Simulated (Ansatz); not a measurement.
# ZrH+ (triplet): from Hartree-Fock to the top rungs, def2-TZVPP

An exercise on one series of results from a longer session: the logs are not shown, and one member is left open.

The runs use Ansatz 0.2.0, Gaussian basis; def2-TZVPP, core rule «outside noble gas», up to 4 orbitals frozen.

The runs, in order: UHF; ROHF; CCSD(T) on UHF.

## The system

The geometry is a PBE0/def2-TZVP stationary point (not a proven minimum) of the parent state, kept for this charge and spin. No spin-orbit coupling is included. Elements past krypton take def2 core potentials.

2 atoms, charge 1, spin multiplicity 3.

Atoms are counted from 1 here; the program's logs count them from 0.

Bond lengths: Zr1–H2 1.859 Å.

The first run:

Contents of in.yaml:

```yaml
crystal:
  periodic: [false, false, false]
  atoms:
    - {symbol: Zr, position_ang: [0.000000, 0.000000, 0.000000]}
    - {symbol: H, position_ang: [0.000000, 0.000000, 1.858985]}
basis:
  gaussian: {orbitals: def2-TZVPP}
total_charge: 1
magnetization: {spin_polarized: true, initial_magnetization: 2}
hamiltonian: {xc: hf}
output: {orbitals: {seedname: orbitals}}
```

Launch:

```
$ ansatz run in.yaml --threads 1 --pin off --events-out ev --progress --plain --max-ram 2816MiB --backend cpu
```

Steps of the session up to this table: UHF; ROHF; CCSD(T) on UHF.

One of the session's tables, all rows but one given; the rest of the session is left out.

```
  method  from UCCSD(T) (meV)
    ROHF              +1631.6
     UHF              +1484.3
    UMP2               +356.6
   UCCSD                    ?
UCCSD(T)                    0
```

**Question.** Estimate the row for UCCSD.

The run gave: from UCCSD(T) (meV): +28.2. In the column «from UCCSD(T) (meV)» it lies between UCCSD(T) (0) and UMP2 (+356.6).
